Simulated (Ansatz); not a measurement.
# C4H9F3Ge: one species, many methods

The task here is to estimate one member of a computed series from the others.

Computed with Ansatz 0.2.0, Gaussian basis. Level: functionals in def2-TZVPP, the program's frozen cores in correlated methods.

Plan: LDA (SPW92), PBE-D4, revPBE-D4, BLYP-D4, r2SCAN-D4, B97M-V, PBE0-D4, B3LYP-D4, r2SCANh-D4, r2SCAN0-D4, HSE06-D4, BHLYP-D4, CAM-B3LYP-D4, LC-ωPBE, ωB97X-V, ωB97M-V, B2PLYP, PBE-QIDH; CCSD(T)/def2-SVP; CCSD(T)/def2-TZVPP; MP2/def2-QZVPP; extrapolation to the limit; RPA on PBE.

## The geometry

An earlier PBE0-D4 in a triple-zeta def2 set relaxation fixed the geometry.

SMILES `C[C](C)(C)[Ge]([F])([F])[F]`, 17 atoms, charge 0, spin multiplicity 1.

Atoms are counted from 1 here; the program's logs count them from 0.

Bond lengths: C1–C2 1.526 Å, C1–H9 1.095 Å, C1–H10 1.092 Å, C1–H11 1.092 Å, C2–C3 1.526 Å, C2–C4 1.526 Å, C2–Ge5 1.948 Å, C3–H12 1.092 Å, C3–H13 1.095 Å, C3–H14 1.092 Å, C4–H15 1.095 Å, C4–H16 1.092 Å, C4–H17 1.092 Å, Ge5–F6 1.719 Å, Ge5–F7 1.719 Å, Ge5–F8 1.719 Å. Angles: C2–C1–H9 109.0°, C2–C1–H10 112.0°, C2–C1–H11 112.0°, H9–C1–H10 107.7°, H9–C1–H11 107.7°, H10–C1–H11 108.3°, C1–C2–C3 110.8°, C1–C2–C4 110.8°, C1–C2–Ge5 108.1°, C3–C2–C4 110.8°, C3–C2–Ge5 108.1°, C4–C2–Ge5 108.1°, C2–C3–H12 112.0°, C2–C3–H13 109.0°, C2–C3–H14 112.0°, H12–C3–H13 107.7°, H12–C3–H14 108.3°, H13–C3–H14 107.7° and more.

As a file:

```xyz
17
C4H9F3Ge
C     1.33992    0.85127   -0.01241
C     0.11510   -0.05003    0.12003
C     0.47906   -1.50545   -0.16152
C    -0.51775    0.09379    1.50162
Ge   -1.19583    0.51298   -1.20696
F    -1.72346    2.13712   -1.00699
F    -2.63457   -0.42835   -1.19589
F    -0.61852    0.42698   -2.82422
H     2.08775    0.54679    0.72759
H     1.09714    1.90022    0.17252
H     1.79900    0.77400   -1.00065
H    -0.38834   -2.16523   -0.08638
H     1.21593   -1.83766    0.57754
H     0.92179   -1.63154   -1.15225
H     0.20811   -0.21847    2.26003
H    -1.40487   -0.53412    1.61199
H    -0.79947    1.12719    1.71624
```

Set-up of the first run:

The input, in.yaml:

```yaml
crystal:
  periodic: [false, false, false]
  atoms:
    - {symbol: C, position_ang: [1.339924, 0.851265, -0.012406]}
    - {symbol: C, position_ang: [0.115098, -0.050027, 0.120025]}
    - {symbol: C, position_ang: [0.479062, -1.505451, -0.161522]}
    - {symbol: C, position_ang: [-0.517745, 0.093794, 1.501624]}
    - {symbol: Ge, position_ang: [-1.195828, 0.512982, -1.206960]}
    - {symbol: F, position_ang: [-1.723463, 2.137118, -1.006992]}
    - {symbol: F, position_ang: [-2.634566, -0.428351, -1.195893]}
    - {symbol: F, position_ang: [-0.618516, 0.426984, -2.824221]}
    - {symbol: H, position_ang: [2.087752, 0.546794, 0.727595]}
    - {symbol: H, position_ang: [1.097136, 1.900220, 0.172518]}
    - {symbol: H, position_ang: [1.799005, 0.773998, -1.000649]}
    - {symbol: H, position_ang: [-0.388341, -2.165226, -0.086377]}
    - {symbol: H, position_ang: [1.215926, -1.837662, 0.577545]}
    - {symbol: H, position_ang: [0.921788, -1.631543, -1.152246]}
    - {symbol: H, position_ang: [0.208110, -0.218471, 2.260031]}
    - {symbol: H, position_ang: [-1.404871, -0.534116, 1.611991]}
    - {symbol: H, position_ang: [-0.799471, 1.127193, 1.716239]}
basis:
  gaussian: {orbitals: def2-TZVPP}
hamiltonian: {xc: lda}
output: {orbitals: {seedname: orbitals}}
```

Among the steps run: LDA; PBE-D4 (GGA); revPBE-D4 (GGA); BLYP-D4 (GGA); r2SCAN-D4 (meta-GGA); B97M-V (meta-GGA); PBE0-D4 (hybrid); B3LYP-D4 (hybrid); r2SCANh-D4 (hybrid); r2SCAN0-D4 (hybrid); HSE06-D4 (hybrid); BHLYP-D4 (hybrid); CAM-B3LYP-D4 (range-separated); LC-ωPBE (range-separated); ωB97X-V (range-separated); ωB97M-V (range-separated); B2PLYP (double hybrid); PBE-QIDH (double hybrid).

One table of the session follows, with a row left open; its other results are not shown here.

It belongs to the step «Orbital energies across the functionals». 

| functional | HOMO (eV) | gap (eV) |
| --- | --- | --- |
| LDA (SPW92) | -7.81 | 6.24 |
| PBE-D4 | -7.64 | 6.43 |
| revPBE-D4 | -7.57 | 6.52 |
| BLYP-D4 | -7.57 | 6.38 |
| r2SCAN-D4 | -7.91 | 7.09 |
| B97M-V | -8.01 | 7.07 |
| PBE0-D4 | ? | ? |
| B3LYP-D4 | -8.79 | 8.28 |
| r2SCANh-D4 | -8.40 | 7.96 |
| r2SCAN0-D4 | -9.14 | 9.25 |
| HSE06-D4 | -8.55 | 8.04 |
| BHLYP-D4 | -10.23 | 11.05 |
| CAM-B3LYP-D4 | -10.34 | 11.16 |
| LC-ωPBE | -11.58 | 13.79 |
| ωB97X-V | -11.26 | 13.28 |
| ωB97M-V | -11.14 | 12.88 |

**Question.** Estimate the row for PBE0-D4.

As computed: HOMO (eV): -8.95; gap (eV): 8.82. In the column «HOMO (eV)» it lies between r2SCAN0-D4 (-9.14) and B3LYP-D4 (-8.79).
